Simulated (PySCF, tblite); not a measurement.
**C₆H₉OP: geometry, infrared bands and NMR shifts**

Aim: predict the infrared bands and NMR shifts of C₆H₉OP (`C#CP(C)CC(C)=O`).

Computed with tblite 0.8.0 and PySCF 2.14.0, with density-fitted response routines of our own, on a single molecule in the gas phase. Atoms count from 0, in the outputs and in this text.

### Step 1. Starting geometry

17 atoms, charge 0, multiplicity 1; geometry from: force field or distance geometry start.

Bonds of the start (Å): C0–C1 1.19, C1–P2 1.85, P2–C3 1.84, P2–C4 1.85, C4–C5 1.51, C5–C6 1.51, C5–O7 1.22, C0–H8 1.06, C3–H9 1.10, C3–H10 1.10, C3–H11 1.09, C4–H12 1.10, C4–H13 1.11, C6–H14 1.09, C6–H15 1.10, C6–H16 1.10.

### Step 2. Geometry optimisation with GFN2-xTB

The job: settings as JSON, then the geometry in Å.

```
{"job": {"kind": "relax", "xc": "GFN2-xTB", "basis": "xTB"}, "charge": 0, "multiplicity": 1}
C     -1.465900     2.933000    -1.704000
C     -1.335800     2.131800    -0.838300
P     -1.106000     0.893800     0.516000
C     -2.209300    -0.429300    -0.125200
C      0.537700     0.205600     0.030400
C      1.077800    -1.018500     0.736200
C      2.551000    -1.298500     0.538400
O      0.388500    -1.768800     1.416100
H     -1.603100     3.654800    -2.473600
H     -3.257200    -0.111900    -0.094300
H     -2.133500    -1.331400     0.508200
H     -1.962200    -0.721600    -1.142300
H      1.259500     1.016100     0.186200
H      0.533800    -0.030900    -1.049900
H      2.749200    -1.454900    -0.517400
H      2.827400    -2.199900     1.109900
H      3.141300    -0.457600     0.918700
```

Command:

```sh
$ OMP_NUM_THREADS=1 python probes_run.py task.json out
```

The driver reads the jobs from task.json and runs them one after another.

**Question.** This job is followed by: GFN2-xTB harmonic vibrations, gas phase; GIAO PBE0/pcSseg-1 NMR shielding, non-relativistic, gas phase. What will the session give for the following? strongest single infrared mode (GFN2-xTB); zero-point energy (GFN2-xTB); 13C shifts against TMS (PBE0/pcSseg-1); 1H shifts against TMS (PBE0/pcSseg-1, means over atoms taken as alike); 31P shifts against H3PO4 (PBE0/pcSseg-1); 17O shifts against H2O (PBE0/pcSseg-1).

**Answer**, as computed:

| quantity | value |
| --- | --- |
| strongest single infrared mode (GFN2-xTB) | 1755 cm⁻¹, 236 km/mol |
| zero-point energy (GFN2-xTB) | 80.7 kcal/mol |
| 13C shifts against TMS (PBE0/pcSseg-1) | 212.6, 99.5, 92.8, 54.8, 31.8, 19.1 ppm |
| 1H shifts against TMS (PBE0/pcSseg-1, means over atoms taken as alike) | 2.96, 2.28, 2.25, 1.40 ppm |
| 31P shifts against H3PO4 (PBE0/pcSseg-1) | -106.7 ppm |
| 17O shifts against H2O (PBE0/pcSseg-1) | 679.6 ppm |

In words: The optimisation took 85 steps and gained 0.269 eV; among the close pairs (by a distance rule), C1–P2 changed most, from 1.849 to 1.775 Å. No mode is imaginary among the 45: a minimum at this level. The strongest single mode, at 1755 cm⁻¹, moves mainly C5 and O7. Unscaled tight-binding wavenumbers are off by several per cent, some by more. Its intensities can rank the bands wrongly. C5 (ketone carbonyl carbon) lies farthest downfield among carbon, at 212.6 ppm; low-lying n→π* states of the double bond to the heteroatom give a large paramagnetic term (-276 ppm). H12, H13 (mean) (hydrogen on an sp3 CH2 bonded to P, α to a carbonyl) lies farthest downfield among hydrogen, at 2.96 ppm; α to C=O. At PBE0/pcSseg-1: The widest tensor belongs to O7: span 1242 ppm, with a paramagnetic part of -746 ppm.
